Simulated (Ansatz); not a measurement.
# CH₅ClZn (built from SMILES C.[Cl][ZnH]): a reaction path by the nudged elastic band

What path joins these two structures, and how high does it climb? Both ends were relaxed at PBE0-D4 in triple zeta.

The runs use Ansatz 0.2.0, Gaussian basis; PBE0-D4/def2-SVP.

23 further runs of the same task are left out: 1 that didn't finish, 22 set aside as unsound or not needed. Runs told in other sessions of the task aren't counted.

### 1 The starting structure

The first end: 8 atoms, charge 0, spin multiplicity 1.

Atoms are counted from 1 here; the program's logs count them from 0.

Bond lengths: Zn1–H2 1.521 Å, Zn1–Cl3 2.105 Å, H4–C5 1.091 Å, C5–H6 1.090 Å, C5–H7 1.090 Å, C5–H8 1.090 Å. Angles: H2–Zn1–Cl3 177.7°, H4–C5–H6 110.1°, H4–C5–H7 108.8°, H4–C5–H8 110.3°, H6–C5–H7 109.1°, H6–C5–H8 109.3°, H7–C5–H8 109.2°.

As a file:

```mol
CH5ClZn
  3D, bonds by distance, orders not assigned

  8  6  0  0  0  0  0  0  0  0999 V2000
   -1.0606   -1.2486   -1.2947 Zn  0  0
   -0.1922   -2.4670   -1.0228 H   0  0
   -2.3073    0.3917   -1.7262 Cl  0  0
    1.1143   -0.3397    0.6492 H   0  0
    0.7103    0.6617    0.8057 C   0  0
   -0.2855    0.5996    1.2453 H   0  0
    1.3674    1.2042    1.4853 H   0  0
    0.6535    1.1981   -0.1418 H   0  0
  1  2  8  0
  1  3  8  0
  4  5  8  0
  5  6  8  0
  5  7  8  0
  5  8  8  0
M  END
```

The second end:

```xyz
8
CH5ClZn
Zn   -0.84691    0.35724   -0.53668
H     0.15023   -2.50522   -0.83638
Cl   -2.18157   -0.50509   -1.92617
H     0.72949   -2.47611   -0.36446
C     0.35875    1.16376    0.72895
H    -0.18375    1.48516    1.61975
H     1.12541    0.44669    1.02774
H     0.84835    2.03347    0.28735
```

### 2 The band at PBE0-D4/def2-SVP

neb/in.yaml reads:

```yaml
crystal:
  periodic: [false, false, false]
  atoms:
    - {symbol: Zn, position_ang: [-1.060621, -1.248638, -1.294684]}
    - {symbol: H, position_ang: [-0.192159, -2.467032, -1.022823]}
    - {symbol: Cl, position_ang: [-2.307293, 0.391698, -1.726163]}
    - {symbol: H, position_ang: [1.114282, -0.339676, 0.649233]}
    - {symbol: C, position_ang: [0.710335, 0.661675, 0.805709]}
    - {symbol: H, position_ang: [-0.285466, 0.599607, 1.245347]}
    - {symbol: H, position_ang: [1.367433, 1.204186, 1.485281]}
    - {symbol: H, position_ang: [0.653487, 1.198080, -0.141798]}
basis:
  gaussian: {orbitals: def2-SVP}
hamiltonian: {xc: pbe0, dispersion: d4}
neb:
  images: 5
  climbing: true
  max_iterations: 40
  initial_path: idpp
  final_atoms:
    - {symbol: Zn, position_ang: [-0.846909, 0.357243, -0.536683]}
    - {symbol: H, position_ang: [0.150226, -2.505215, -0.836379]}
    - {symbol: Cl, position_ang: [-2.181568, -0.505085, -1.926166]}
    - {symbol: H, position_ang: [0.729494, -2.476114, -0.364459]}
    - {symbol: C, position_ang: [0.358754, 1.163757, 0.728949]}
    - {symbol: H, position_ang: [-0.183754, 1.485156, 1.619746]}
    - {symbol: H, position_ang: [1.125410, 0.446689, 1.027743]}
    - {symbol: H, position_ang: [0.848348, 2.033472, 0.287350]}
```

The run is started by

```
$ ansatz run in.yaml --threads 4 --pin off --events-out ev --progress --plain --max-ram 9574MiB
```

What does the calculation give? Wanted: from earlier runs: barrier over the separately found saddle, CCSD(T)/def2-TZVPP.

The runs gave:

| quantity | value |
| --- | --- |
| PBE0-D4/def2-SVP, 16 iterations | highest 52.2 kcal/mol (image 3), last end +10.2 kcal/mol |
| from earlier runs: barrier over the separately found saddle, CCSD(T)/def2-TZVPP | 58.1 kcal/mol |

What this shows: The highest image lies 52.2 kcal/mol above the first end, and it climbed, so it estimates the saddle. The ends are not quite minima at this level (largest force component 0.41 eV/Å), so the heights are unreliable: relaxing the first end would lower it and raise the barrier above it. The highest image is 5.9 kcal/mol below the CCSD(T) barrier in triple zeta, which comes from separate runs on the saddle.
